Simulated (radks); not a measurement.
**K inside a hard spherical wall**

Aim: energy, levels and pressure of K as a wall, at which all orbitals vanish, closes in. The configuration stays [Ar] 4s1.

Program: radks (a radial shooting solver on a logarithmic mesh, Libxc functionals) version 1. Level of theory: scalar-relativistic Kohn-Sham, LDA (Slater exchange, VWN5 correlation), spin-unpolarised, spherical densities, point nucleus. These are calculated values, not measurements, unless marked.

## Step 1: Starting point

- element: potassium (Z = 19)
- charge: 0
- electrons: 19
- configuration: [Ar] 4s1

The outer shells:

K
```
[Ar] core
4s [↑ ]
```

## Step 2: The free atom

The run's settings:

```text
Z 19
configuration [Ar] 4s1 3d0 4p0 5s0
relativity scalar-relativistic
functional lda,vwn5
spin unpolarised
nucleus point
c 137.035999084
```

## Step 3: Wall at 20 bohr

Input: that of step 2 with these lines changed.

```diff
@@ -6,2 +6,3 @@
 nucleus point
+wall 20 bohr
 c 137.035999084
```

## Step 4: Wall at 12 bohr

Input: that of step 3 with these lines changed.

```diff
@@ -6,3 +6,3 @@
 nucleus point
-wall 20 bohr
+wall 12 bohr
 c 137.035999084
```

## Step 5: Wall at 10 bohr

Input: that of step 4 with these lines changed.

```diff
@@ -6,3 +6,3 @@
 nucleus point
-wall 12 bohr
+wall 10 bohr
 c 137.035999084
```

## Step 6: Wall at 6 bohr

Input: that of step 5 with these lines changed.

```diff
@@ -6,3 +6,3 @@
 nucleus point
-wall 10 bohr
+wall 6 bohr
 c 137.035999084
```

## Step 7: Wall at 5 bohr

Input: that of step 6 with these lines changed.

```diff
@@ -6,3 +6,3 @@
 nucleus point
-wall 6 bohr
+wall 5 bohr
 c 137.035999084
```

## Step 8: Wall at 3.5 bohr

Input: that of step 7 with these lines changed.

```diff
@@ -6,3 +6,3 @@
 nucleus point
-wall 5 bohr
+wall 3.5 bohr
 c 137.035999084
```

## Step 9: Wall at 3 bohr

Input: that of step 8 with these lines changed.

```diff
@@ -6,3 +6,3 @@
 nucleus point
-wall 3.5 bohr
+wall 3 bohr
 c 137.035999084
```

## Step 10: Wall at 2.5 bohr

Input: that of step 9 with these lines changed.

```diff
@@ -6,3 +6,3 @@
 nucleus point
-wall 3 bohr
+wall 2.5 bohr
 c 137.035999084
```

## Step 11: Wall at 2 bohr

Input: that of step 10 with these lines changed.

```diff
@@ -6,3 +6,3 @@
 nucleus point
-wall 2.5 bohr
+wall 2 bohr
 c 137.035999084
```

## Step 12: Wall at 1.5 bohr

Input: that of step 11 with these lines changed.

```diff
@@ -6,3 +6,3 @@
 nucleus point
-wall 2 bohr
+wall 1.5 bohr
 c 137.035999084
```

What does the calculation give? Wanted: for each run, R; E − E(free); ε(4s); ε(4p, empty); ε(5s, empty); ε(3d, empty); pressure.

As calculated:

```
R (bohr)  E − E(free) (eV)  ε(4s) (eV)  ε(4p, empty) (eV)  ε(5s, empty) (eV)  ε(3d, empty) (eV)  pressure (GPa)
    free             0.000      -2.426             -0.838             -0.071                  -               0
      20             0.000      -2.426             -0.834              0.113              0.144        < 0.0001
      12             0.027      -2.346             -0.603              1.641              0.505          0.0125
      10             0.122      -2.151             -0.197              3.368              0.885          0.0764
       6             2.262       0.762              4.393             18.467              3.439            4.20
       5             5.138       4.068              8.943             31.718              5.222            15.5
     3.5            24.344      21.867             30.443             87.298             12.458             215
       3            48.079      39.598             50.016             133.64             18.917             676
     2.5            106.75      75.960             88.121             219.29             31.472            2536
       2            272.09      158.44             170.51             396.20             58.137           11871
     1.5            827.01      377.11             378.64             827.18             122.89           77509
```

At the tightest wall, 1.5 bohr, the energy stands 827.01 eV above the free atom and the pressure, −dE/dV, is 77509 GPa. Of the levels in the table that exist at both ends, 5s (empty) rises most from the free atom (827.25 eV). From R = 6 bohr inwards the highest occupied level lies above zero, pushed up by confinement. Shells are not refilled when levels cross, and a hard wall is a model, not a crystal.
